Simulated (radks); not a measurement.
# Excited configurations of Sb

The task here is to estimate one member of a computed series from the others.

The numbers are computed with radks (a radial shooting solver on a logarithmic mesh, Libxc functionals) version 1 (scalar-relativistic Kohn-Sham, BLYP, spin-polarised, spherical densities, finite nucleus; open shells are filled with parallel spins first), except any that are marked as measured or tabulated.

2 further runs of the same task are left out: 2 that didn't finish.

## What is computed

| Quantity | Value |
| --- | --- |
| element | antimony (Z = 51) |
| charge | 0 |
| electrons | 51 |
| configuration | [Kr] 4d10 5s2 5p3 |
| nuclear rms radius | 4.6802 fm |

Outer shells as boxes (Hund's rule):

Sb
```
[Kr] core
4d [↑↓][↑↓][↑↓][↑↓][↑↓]
5s [↑↓]
5p [↑ ][↑ ][↑ ]
```

Set-up of the first run:

Input:

```text
Z 51
configuration [Kr] 4d10 5s2 5p3
relativity scalar-relativistic
functional b88,lyp
spin polarised
nucleus finite rms 4.6802 fm
c 137.035999084
```

Among the steps run: Ground configuration: [Kr] 4d10 5s2 5p3.

One of the session's tables, all rows but one given; the rest of the session is left out.

It belongs to the step «Ground configuration: [Kr] 4d10 5s2 5p3». From the orbitals of this run (lengths in bohr):

| level | <r> | outermost maximum (interpolated) | 90 % within | nodes |
| --- | --- | --- | --- | --- |
| 4p up | 0.8525 | 0.762 | 1.25 | 2 |
| 4p down | ? | ? | ? | ? |
| 4d up | 1.034 | 0.847 | 1.60 | 1 |
| 4d down | 1.028 | 0.846 | 1.59 | 1 |
| 5s up | 2.227 | 1.90 | 3.29 | 4 |
| 5s down | 2.221 | 1.88 | 3.30 | 4 |
| 5p up | 2.886 | 2.34 | 4.39 | 3 |
| 5p down | 3.015 | 2.34 | 4.69 | 3 |

Estimate the missing values for 4p down.

**Answer.** <r>: 0.8520; outermost maximum (interpolated): 0.762; 90 % within: 1.25; nodes: 2. In the column «<r>» it is the lowest.

Limits of these values: Open shells are spherical and high-spin; term and fine-structure splittings are not resolved.
